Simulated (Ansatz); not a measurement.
# BH5O2Si: the cost of one run

The runs use Ansatz 0.2.0, Gaussian basis; PBE0-D4/def2-TZVP structures, single points in def2-TZVPP, no counterpoise correction.

Levels: SPW92, PBE-D4, BLYP-D4, r2SCAN-D4, B97M-V, PBE0-D4, B3LYP-D4, r2SCAN0-D4, BHLYP-D4, CAM-B3LYP-D4, wB97X-V, wB97M-V, B2PLYP, PBE-QIDH, RPA on PBE, Hartree-Fock, MP2, CCSD, CCSD(T).

Correlated methods freeze the cores. B3LYP uses VWN-RPA correlation. B2PLYP carries no dispersion term here.

94 further runs of the same task are left out: 94 set aside as unsound or not needed. Runs told in other sessions of the task aren't counted.

## 1. The system as given

The complex: 12 atoms, charge 0, spin multiplicity 1.

Atoms are counted from 1 here; the program's logs count them from 0.

Bond lengths: B1–Si2 2.038 Å, B1–O3 1.367 Å, B1–O4 1.363 Å, Si2–H7 1.486 Å, Si2–H8 1.497 Å, Si2–H9 1.483 Å, O3–H10 0.964 Å, O4–H11 0.959 Å, H5–O6 0.959 Å, O6–H12 0.966 Å. Angles: Si2–B1–O3 120.7°, Si2–B1–O4 122.8°, O3–B1–O4 116.5°, B1–Si2–H7 112.6°, B1–Si2–H8 106.5°, B1–Si2–H9 112.5°, H7–Si2–H8 107.2°, H7–Si2–H9 110.3°, H8–Si2–H9 107.5°, B1–O3–H10 112.5°, B1–O4–H11 113.7°, H5–O6–H12 105.2°.

Geometry (Å):

```
B    -0.0953   -0.5737    0.8942
Si    0.6755    1.2028    0.2593
O    -0.7928   -1.3775    0.0366
O     0.0486   -1.0270    2.1719
H    -1.0577    0.3496   -2.7164
O    -0.2900   -0.1828   -2.4991
H    -0.3435    2.0691   -0.3874
H     1.1528    1.9198    1.4839
H     1.8445    1.0254   -0.6364
H    -1.0888   -2.1944    0.4552
H     0.5346   -0.4278    2.7419
H    -0.5878   -0.7836   -1.8037
```

Its parts: BH5O2Si holds atoms 1, 2, 3, 4, 7, 8, 9, 10, 11; H2O holds atoms 5, 6, 12. Each part counts its atoms afresh in its own runs.

## 2. Relaxing BH5O2Si alone

relax-a/in.yaml reads:

```yaml
crystal:
  periodic: [false, false, false]
  atoms:
    - {symbol: B, position_ang: [-0.095261, -0.573675, 0.894210]}
    - {symbol: Si, position_ang: [0.675505, 1.202797, 0.259322]}
    - {symbol: O, position_ang: [-0.792787, -1.377484, 0.036555]}
    - {symbol: O, position_ang: [0.048552, -1.027018, 2.171931]}
    - {symbol: H, position_ang: [-0.343540, 2.069088, -0.387363]}
    - {symbol: H, position_ang: [1.152838, 1.919799, 1.483936]}
    - {symbol: H, position_ang: [1.844545, 1.025369, -0.636365]}
    - {symbol: H, position_ang: [-1.088835, -2.194350, 0.455177]}
    - {symbol: H, position_ang: [0.534588, -0.427835, 2.741872]}
basis:
  gaussian: {orbitals: def2-TZVP}
hamiltonian: {xc: pbe0, dispersion: d4}
relax: {f_tol: 0.005, max_steps: 200}
```

Run with:

```
$ ansatz run in.yaml --threads 8 --pin off --events-out ev --progress --plain --max-ram 19148MiB
```

**Question.** How long does this run take on 8 threads of Arm Neoverse V1, shared host?

About 14 s.
